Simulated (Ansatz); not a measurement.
**FGaH₇NSi₂: up Jacob's ladder to CCSD(T)**

One table from this session's results is given with a row withheld; the runs are named, their logs left out.

The runs use Ansatz 0.2.0, Gaussian basis; functionals in def2-TZVPP, the program's frozen cores in correlated methods.

The runs, in order: PBE-D4, r2SCAN-D4, PBE0-D4, B3LYP-D4, ωB97X-V, ωB97M-V, B2PLYP; CCSD(T)/def2-TZVPP; MP2/def2-QZVPP; extrapolation to the limit.

**The relaxed structure**

The geometry comes from an earlier relaxation with PBE0-D4 in a triple-zeta def2 set; it is a stationary point, not always the lowest conformer.

SMILES `F[SiH2][N]([SiH3])[GaH2]`, 12 atoms, charge 0, spin multiplicity 1.

Atoms are counted from 1 here; the program's logs count them from 0.

Bond lengths: F1–Si2 1.602 Å, Si2–N3 1.709 Å, Si2–H6 1.481 Å, Si2–H7 1.481 Å, N3–Si4 1.740 Å, N3–Ga5 1.862 Å, Si4–H8 1.487 Å, Si4–H9 1.488 Å, Si4–H10 1.487 Å, Ga5–H11 1.560 Å, Ga5–H12 1.556 Å. Angles: F1–Si2–N3 111.2°, F1–Si2–H6 106.6°, F1–Si2–H7 106.1°, N3–Si2–H6 109.6°, N3–Si2–H7 111.1°, H6–Si2–H7 112.2°, Si2–N3–Si4 121.5°, Si2–N3–Ga5 120.2°, Si4–N3–Ga5 118.2°, N3–Si4–H8 111.2°, N3–Si4–H9 110.8°, N3–Si4–H10 109.0°, H8–Si4–H9 107.8°, H8–Si4–H10 108.9°, H9–Si4–H10 109.1°, N3–Ga5–H11 114.7°, N3–Ga5–H12 116.9°, H11–Ga5–H12 128.5°.

Set-up of the first run:

File in.yaml:

```yaml
crystal:
  periodic: [false, false, false]
  atoms:
    - {symbol: F, position_ang: [-0.263213, 1.967773, -1.778622]}
    - {symbol: Si, position_ang: [-0.680972, 1.496253, -0.305189]}
    - {symbol: N, position_ang: [-0.095787, -0.074459, 0.029540]}
    - {symbol: Si, position_ang: [1.553467, -0.346825, 0.512452]}
    - {symbol: Ga, position_ang: [-1.199848, -1.554963, -0.210378]}
    - {symbol: H, position_ang: [-2.161693, 1.493549, -0.266670]}
    - {symbol: H, position_ang: [-0.097536, 2.491096, 0.624421]}
    - {symbol: H, position_ang: [2.268634, -1.199830, -0.473598]}
    - {symbol: H, position_ang: [1.610977, -1.031449, 1.831849]}
    - {symbol: H, position_ang: [2.250675, 0.962567, 0.612215]}
    - {symbol: H, position_ang: [-0.530947, -2.926494, 0.115302]}
    - {symbol: H, position_ang: [-2.653748, -1.277207, -0.691320]}
basis:
  gaussian: {orbitals: def2-TZVPP}
hamiltonian: {xc: pbe, dispersion: d4}
output: {forces: true, orbitals: {seedname: orbitals}}
```

Run with:

```console
$ ansatz run in.yaml --threads 2 --pin off --events-out ev --progress --plain --max-ram 32768MiB --backend cuda --devices 0, --max-vram 18GiB
```

Steps of the session up to this table: PBE-D4 (GGA); r2SCAN-D4 (meta-GGA); PBE0-D4 (hybrid); B3LYP-D4 (hybrid); ωB97X-V (range-separated); ωB97M-V (range-separated); B2PLYP (double hybrid); CCSD(T) in def2-TZVPP; MP2 in def2-QZVPP.

One of the session's tables, all rows but one given; the rest of the session is left out.

It belongs to the step «Atomisation energies». 

```
            method  atomisation energy (kJ/mol)
            PBE-D4                       3751.0
         r2SCAN-D4                       3775.4
           PBE0-D4                       3720.7
          B3LYP-D4                       3771.0
           ωB97X-V                       3820.3
           ωB97M-V                       3789.6
            B2PLYP                       3734.8
     HF/def2-TZVPP                       2796.5
    MP2/def2-TZVPP                       3738.5
   CCSD/def2-TZVPP                       3664.0
CCSD(T)/def2-TZVPP                       3708.4
           MP2/CBS                       3839.6
       CCSD(T)/CBS                            ?
```

Estimate the missing values for CCSD(T)/CBS.

As computed: atomisation energy (kJ/mol): 3809.4. In the column «atomisation energy (kJ/mol)» it lies between ωB97M-V (3789.6) and ωB97X-V (3820.3).
